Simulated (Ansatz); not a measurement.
Run this with Ansatz 0.2.0, Python API and show what comes out.

`run_bde.py`
```python
"""Cost of removing each kind of hydrogen from CH6BFOSi, fragments frozen."""

import ansatz as az


def energy_of(molecule, charge=0, unpaired=0):
    calc = (
        molecule.calculation()
        .basis(gaussian="cc-pVDZ")
        .functional("HF")
    )
    if charge:
        calc = calc.charge(charge)
    if unpaired:
        calc = calc.spin("collinear", total=unpaired)
    return calc.run(threads=1, backend="cpu").report["free_energy_ev"]

def without(molecule, index):
    rest = az.Crystal.molecule()
    for i, site in enumerate(molecule.cartesian_sites):
        if i != index:
            rest = rest.atom(site.symbol, site.position_ang)
    return rest

ch6bfosi = (
    az.Crystal.molecule()
    .atom("B", (-0.4993, 1.6605, 1.4219))
    .atom("O", (0.3592, 0.602, 1.0976))
    .atom("Si", (-0.2224, -0.0456, -0.4089))
    .atom("C", (0.8457, -1.5901, -0.7794))
    .atom("F", (0.0573, 1.0631, -1.6536))
    .atom("H", (-0.2931, 2.8196, 1.0542))
    .atom("H", (-1.4823, 1.5124, 2.0733))
    .atom("H", (-1.581, -0.3722, -0.318))
    .atom("H", (1.8557, -1.3417, -0.8065))
    .atom("H", (0.6143, -2.3402, 0.058))
    .atom("H", (0.4114, -2.0247, -1.718))
)

whole = energy_of(ch6bfosi, 0)
hydrogen = energy_of(az.Crystal.molecule().atom("H", (0, 0, 0)), 0, 1)
print(f"E(molecule) = {whole:.5f} eV, E(H) = {hydrogen:.5f} eV")
for index in [6, 7, 10]:
    radical = energy_of(without(ch6bfosi, index), 0, 1)
    print(f"H{index}: homolysis {96.485332 * (radical + hydrogen - whole):.1f} kJ/mol")
```

```console
$ python run_bde.py
E(molecule) = -14405.70876 eV, E(H) = -13.58606 eV
H6: homolysis 356.5 kJ/mol
H7: homolysis 321.7 kJ/mol
H10: homolysis 371.6 kJ/mol
```

Reading the output:
- Total energies depend on the basis set; only differences at equal settings carry meaning.
- The geometry is a force-field or estimated start, not a minimum of this method, and the basis set is short of its limit. All parts are taken at fixed geometry, without zero-point energy.
- Hartree-Fock leaves correlation out, so bond, atomisation and ionisation energies come out well too low.
- Wall time of the script: 7.6 s on 1 thread of Arm Neoverse V1, on a shared host, peak memory 0.27 GiB.

(Lines on the test bed's own set-up are left out of the output.)
